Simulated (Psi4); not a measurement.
# A workflow on GeH3Br (SMILES [GeH3][Br])

We compute a series of 9 runs (PBE0-D4/def2-TZVP, PBE-D4/def2-TZVPP, r2SCAN-D4/def2-TZVPP, B3LYP-D4/def2-TZVPP, PBE0-D4/def2-TZVPP, wB97M-V/def2-TZVPP, CCSD(T)/def2-TZVPP, MP2/def2-QZVPP) of GeH3Br. 

The results are computed with Psi4 1.11.

## (1) The molecule

GeH3Br has 5 atoms, charge 0, and is taken as a singlet. As SMILES, `[GeH3][Br]`. The run starts from this shape.

Bond lengths: Ge1–Br2 2.308 Å, Ge1–H3 1.532 Å, Ge1–H4 1.532 Å, Ge1–H5 1.532 Å. Angles: Br2–Ge1–H3 107.4°, Br2–Ge1–H4 107.3°, Br2–Ge1–H5 107.4°, H3–Ge1–H4 111.5°, H3–Ge1–H5 111.6°, H4–Ge1–H5 111.5°.

## (2) A geometry optimisation at PBE0-D4/def2-TZVP (density fitting) (run 2)

calc.dat

```
memory 3300 mb

molecule {
  0 1
  Ge     0.131820    -0.007430    -0.132290
  Br    -1.578710    -0.180860     1.407400
  H      0.118070     1.426240    -0.671790
  H     -0.147170    -1.026690    -1.241410
  H      1.439960    -0.320250     0.600940
  symmetry c1
}

set {
  basis def2-TZVP
  reference rks
  scf_type df
  geom_maxiter 50
  max_force_g_convergence 0.0002
}

optimize('pbe0-d4')
print_variables()
```

Command:

```console
$ psi4 calc.dat calc.out -n 2
```

calc.out:

```text
[...]
  Running in c1 symmetry.
[...]
  Nuclear repulsion =  308.352190220830323
[...]
  Multiplicity = 1
[...]
  Nalpha       = 35
  Nbeta        = 35
[...]
    Number of basis functions: 114
[...]
   @DF-RKS iter   1: -4650.55437282964067   -2.85088e+00   2.99247e-02 DIIS/ADIIS
[...]
   @DF-RKS iter  11: -4652.43282906706645    9.09495e-13   4.30014e-09 DIIS
[...]
  @DF-RKS Final Energy: -4652.43282906706645
   => Energetics <=
    Nuclear Repulsion Energy =            308.3521902208303231
    One-Electron Energy =               -7094.4835126062680501
    Two-Electron Energy =                2262.6371128841915379
    DFT Exchange-Correlation Energy =    -128.9361442544768863
    Empirical Dispersion Energy =          -0.0024753113435785
    VV10 Nonlocal Energy =                  0.0000000000000000
    Total Energy =                      -4652.4328290670673596
[...]
 Multipole Moments:
 ------------------------------------------------------------------------------------
     Multipole            Electronic (a.u.)      Nuclear  (a.u.)        Total (a.u.)
 ------------------------------------------------------------------------------------
 L = 1.  Multiply by 2.5417464519 to convert [e a0] to [Debye]
 Dipole X            :         -1.9361371            2.4829397            0.5468025
 Dipole Y            :         -0.1944794            0.2503365            0.0558571
 Dipole Z            :          1.7446862           -2.2364067           -0.4917205
 Magnitude           :                                                    0.7374972
[...]
  -Total Gradient:
     Atom            X                  Y                   Z
    ------   -----------------  -----------------  -----------------
       1       -0.000508350053     0.000019544121     0.000525449423
       2        0.000090391754    -0.000006696219    -0.000086098257
       3        0.000128494917    -0.000021989349    -0.000156551847
       4        0.000150297750     0.000030216897    -0.000122174782
       5        0.000123103846    -0.000018943106    -0.000145784150
[...]
```

On the terminal:

```text
Optimizer: Optimization complete!
```

Wall time 7.2 s (2 threads of Intel Xeon 6975P-C (Granite Rapids), shared host); peak memory 0.63 GiB.

## (3) The harmonic vibrations at PBE0-D4/def2-TZVP (density fitting) (run 3)

calc.inp

```
memory 3.3 GB

molecule molecule1 {
  0 1
  Ge
  Br 1 R2
  H 1 R3 2 A3
  H 1 R4 3 A4 2 D4
  H 1 R5 3 A5 4 D5

  R2 = 2.307951
  R3 = 1.531881
  A3 = 107.37494
  R4 = 1.531951
  A4 = 111.47333
  D4 = 117.30005
  R5 = 1.531898
  A5 = 111.55202
  D5 = 125.34096
  units angstrom
  symmetry c1
}

set basis def2-TZVP
set scf_type df
set rotational_symmetry_number 3

e = frequency("pbe0-d4")
```

Command:

```console
$ psi4 -i calc.inp -o calc.out -n 2
```

calc.out:

```text
[...]
  Running in c1 symmetry.
[...]
  Nuclear repulsion =  308.352149733705858
[...]
  Multiplicity = 1
[...]
  Nalpha       = 35
  Nbeta        = 35
[...]
    Number of basis functions: 114
[...]
   @DF-RKS iter   1: -4650.55437268556670   -2.85088e+00   2.99248e-02 DIIS/ADIIS
[...]
   @DF-RKS iter  11: -4652.43282874653323   -3.63798e-12   4.30893e-09 DIIS
[...]
  @DF-RKS Final Energy: -4652.43282874653323
   => Energetics <=
    Nuclear Repulsion Energy =            308.3521373287151732
    One-Electron Energy =               -7094.4834055664396146
    Two-Electron Energy =                2262.6370586850562177
    DFT Exchange-Correlation Energy =    -128.9361438828957773
    Empirical Dispersion Energy =          -0.0024753109689200
    VV10 Nonlocal Energy =                  0.0000000000000000
    Total Energy =                      -4652.4328287465332323
[...]
  -Total Gradient:
     Atom            X                  Y                   Z
    ------   -----------------  -----------------  -----------------
       1       -0.000184483620     0.000057372138     0.000726197262
       2       -0.000056667275    -0.000014423791    -0.000123906913
       3       -0.000025609081    -0.000026910934    -0.000198037392
       4        0.000157964964     0.000087419319    -0.000096337669
       5        0.000110024319    -0.000099954226    -0.000286305433
[...]
  ==> Harmonic Vibrational Analysis <==
[...]
  Freq [cm^-1]                 309.1121            572.1436            572.5105
[...]
  IR activ [km/mol]            27.0344             11.1781             11.0701
[...]
  Freq [cm^-1]                 833.9386            869.3267            874.7950
[...]
  IR activ [km/mol]            207.0169            42.5246             42.3051
[...]
  Freq [cm^-1]                2174.4172           2185.8200           2186.2742
[...]
  IR activ [km/mol]            50.9307             90.9373             91.0090
[...]
  Total E_0, Enthalpy at 0 [K]                                                        -4652.40872984 [Eh]
[...]
  Total H, Enthalpy at  298.15 [K]                                                    -4652.40400260 [Eh]
[...]
  Total G, Gibbs energy at  298.15 [K]                                                -4652.43528526 [Eh]
[...]
```

On the terminal:

```text
Warning: used thermodynamics relations inappropriate for low-frequency modes: ['309.1121' '572.1436' '572.5105']
```

Run time: 84 s. Hardware: 2 threads of Intel Xeon 6975P-C (Granite Rapids), shared host; peak memory 0.76 GiB.

Run 4 isn't shown in full; the table further down has it.

## (4) The energy at r2SCAN-D4/def2-TZVPP (density fitting) (run 5)

calc.dat

```
memory 3300 mb

molecule m {
  0 1
  Ge
  Br 1 2.307951
  H 1 1.531881 2 107.37494
  H 1 1.531951 3 111.47333 2 117.30005
  H 1 1.531898 3 111.55202 4 125.34096
  symmetry c1
}

set {
  basis def2-TZVPP
  scf_type df
  dft_radial_points 99
  dft_spherical_points 590
}

energy_value = energy("r2scan-d4")
print_variables()
```

Command:

```console
$ psi4 -i calc.dat -o calc.out -n 2
```

calc.out:

```text
[...]
  Running in c1 symmetry.
[...]
  Nuclear repulsion =  308.352149733705858
[...]
  Multiplicity = 1
[...]
  Nalpha       = 35
  Nbeta        = 35
[...]
    Number of basis functions: 138
[...]
   @DF-RKS iter   1: -4650.93169961081821   -2.45574e+00   2.56426e-02 ADIIS/DIIS
[...]
   @DF-RKS iter   9: -4652.96836374477698   -4.24297e-07   4.75319e-07 DIIS
[...]
    Orbital Energies [Eh]
    ---------------------
    Doubly Occupied:
       1A   -482.215192     2A   -398.183204     3A    -62.290488
       4A    -56.071396     5A    -56.068902     6A    -56.068902
       7A    -49.620865     8A    -44.111352     9A    -44.109793
      10A    -44.109791    11A     -8.624022    12A     -6.428149
      13A     -6.419438    14A     -6.419438    15A     -6.188876
      16A     -4.343235    17A     -4.338109    18A     -4.338105
      19A     -2.526318    20A     -2.523974    21A     -2.523974
      22A     -2.517545    23A     -2.517545    24A     -1.155532
      25A     -1.153169    26A     -1.153168    27A     -1.149581
      28A     -1.149577    29A     -0.733354    30A     -0.536601
      31A     -0.350603    32A     -0.350497    33A     -0.340716
      34A     -0.269244    35A     -0.269226
[...]
  @DF-RKS Final Energy: -4652.96836374477698
   => Energetics <=
    Nuclear Repulsion Energy =            308.3521497337058577
    One-Electron Energy =               -7094.4750592877280724
    Two-Electron Energy =                2304.6406728582096548
    DFT Exchange-Correlation Energy =    -171.4855056367422890
    Empirical Dispersion Energy =          -0.0006214122220333
    VV10 Nonlocal Energy =                  0.0000000000000000
    Total Energy =                      -4652.9683637447769797
[...]
 Multipole Moments:
 ------------------------------------------------------------------------------------
     Multipole            Electronic (a.u.)      Nuclear  (a.u.)        Total (a.u.)
 ------------------------------------------------------------------------------------
 L = 1.  Multiply by 2.5417464519 to convert [e a0] to [Debye]
 Dipole X            :          0.0018956           -0.0014505            0.0004451
 Dipole Y            :          0.0014308           -0.0011148            0.0003161
 Dipole Z            :          2.6192797           -3.3509956           -0.7317158
 Magnitude           :                                                    0.7317160
[...]
```

Wall time 12 s (2 threads of Intel Xeon 6975P-C (Granite Rapids), shared host); peak memory 2.5 GiB.

Runs 6 to 9 aren't shown in full; the table further down has their settings and results.

## (5) The energy at MP2/def2-QZVPP (density fitting, density fitting for correlation) (run 10)

input.inp

```
memory 3.3 GB

molecule system {
  Ge
  Br 1 r2
  H 1 r3 2 a3
  H 1 r4 3 a4 2 d4
  H 1 r5 3 a5 4 d5

  r2 = 2.307951
  r3 = 1.531881
  a3 = 107.37494
  r4 = 1.531951
  a4 = 111.47333
  d4 = 117.30005
  r5 = 1.531898
  a5 = 111.55202
  d5 = 125.34096
  symmetry c1
}

set {
  basis           def2-QZVPP
  scf_type        df
  num_frozen_docc 18
}

E, wfn = energy("mp2", return_wfn=True)
```

Command:

```console
$ psi4 -n 2 input.inp input.out
```

input.out:

```text
[...]
  Running in c1 symmetry.
[...]
  Nuclear repulsion =  308.352149733705858
[...]
  Multiplicity = 1
[...]
  Nalpha       = 35
  Nbeta        = 35
[...]
    Number of basis functions: 268
[...]
   @DF-RHF iter   1: -4648.06589732984048   -4.20411e+00   1.31836e-02 DIIS/ADIIS
[...]
   @DF-RHF iter  12: -4649.66048512198267    1.81899e-12   2.36115e-09 DIIS
[...]
    Orbital Energies [Eh]
    ---------------------
    Doubly Occupied:
       1A   -490.011246     2A   -405.269398     3A    -65.151909
       4A    -58.506992     5A    -58.506213     6A    -58.506213
       7A    -52.175252     8A    -46.263467     9A    -46.262416
      10A    -46.262413    11A     -9.824603    12A     -7.434663
      13A     -7.430517    14A     -7.430517    15A     -7.219216
      16A     -5.196215    17A     -5.193528    18A     -5.193525
      19A     -3.177406    20A     -3.175238    21A     -3.175238
      22A     -3.169904    23A     -3.169904    24A     -1.672306
      25A     -1.670064    26A     -1.670061    27A     -1.665418
      28A     -1.665412    29A     -1.003366    30A     -0.736515
      31A     -0.510023    32A     -0.509900    33A     -0.474207
      34A     -0.411843    35A     -0.411822
[...]
  @DF-RHF Final Energy: -4649.66048512198267
   => Energetics <=
    Nuclear Repulsion Energy =            308.3521497337058577
    One-Electron Energy =               -7095.8114078354865342
    Two-Electron Energy =                2137.7987729797982865
    Total Energy =                      -4649.6604851219817647
[...]
 Multipole Moments:
 ------------------------------------------------------------------------------------
     Multipole            Electronic (a.u.)      Nuclear  (a.u.)        Total (a.u.)
 ------------------------------------------------------------------------------------
 L = 1.  Multiply by 2.5417464519 to convert [e a0] to [Debye]
 Dipole X            :          0.0020069           -0.0014505            0.0005564
 Dipole Y            :          0.0015159           -0.0011148            0.0004012
 Dipole Z            :          2.5181649           -3.3509956           -0.8328307
 Magnitude           :                                                    0.8328310
[...]
```

It took 5.7 s on 2 threads of Intel Xeon 6975P-C (Granite Rapids), shared host; peak memory 0.79 GiB.

## (6) All runs side by side

```
run                                                                  level         task  geom maxiter   energy (Eh)  dipole moment (D)  HOMO energy (eV)  LUMO energy (eV)  wall time
  2                                    PBE0-D4/def2-TZVP (density fitting)     optimise            50  -4652.432829               1.87             -8.27             -0.62      7.2 s
  3                                    PBE0-D4/def2-TZVP (density fitting)  frequencies             –  -4652.432829               1.87                 –                 –       84 s
  4                                    PBE-D4/def2-TZVPP (density fitting)       energy             –  -4652.284920               1.76             -6.99             -1.53      7.8 s
  5                                 r2SCAN-D4/def2-TZVPP (density fitting)       energy             –  -4652.968364               1.86             -7.33             -1.23       12 s
  6                                  B3LYP-D4/def2-TZVPP (density fitting)       energy             –  -4653.077764               1.85             -8.01             -0.91      7.5 s
  7                                   PBE0-D4/def2-TZVPP (density fitting)   properties             –  -4652.433557               1.88             -8.27             -0.63      7.2 s
  8                                   wB97M-V/def2-TZVPP (density fitting)       energy             –  -4652.721252               1.92            -10.54              1.22       13 s
  9  CCSD(T)/def2-TZVPP (density fitting, density fitting for correlation)       energy             –  -4650.144031                  –            -11.21              2.75       43 s
 10      MP2/def2-QZVPP (density fitting, density fitting for correlation)       energy             –  -4650.780634                  –            -11.21              2.14      5.7 s
```

## (7) What came out

| quantity | value |
| --- | --- |
| run 10, MP2/def2-QZVPP: total energy | -4650.78063 Eh |
| run 10, MP2/def2-QZVPP: HOMO energy (Hartree–Fock orbitals) | -11.21 eV |
| run 10, MP2/def2-QZVPP: LUMO energy (Hartree–Fock orbitals) | 2.14 eV |
| run 10, MP2/def2-QZVPP: HOMO–LUMO gap (Hartree–Fock orbitals) | 13.35 eV |
| run 10, MP2/def2-QZVPP: correlation energy (18 core orbitals frozen) | -1120.1 mEh |

In words: Over runs 2, 3, 4, 5, 6, 7, 8 the dipole moment (its size) runs from 1.76 D (PBE-D4/def2-TZVPP) to 1.92 D (wB97M-V/def2-TZVPP). Over runs 2, 4, 5, 6, 7, 8 the HOMO–LUMO gap runs from 5.47 eV (PBE-D4/def2-TZVPP) to 11.76 eV (wB97M-V/def2-TZVPP). Totals of different functionals can't be ranked against each other. All runs together took 3.1 min, the longest 84 s.
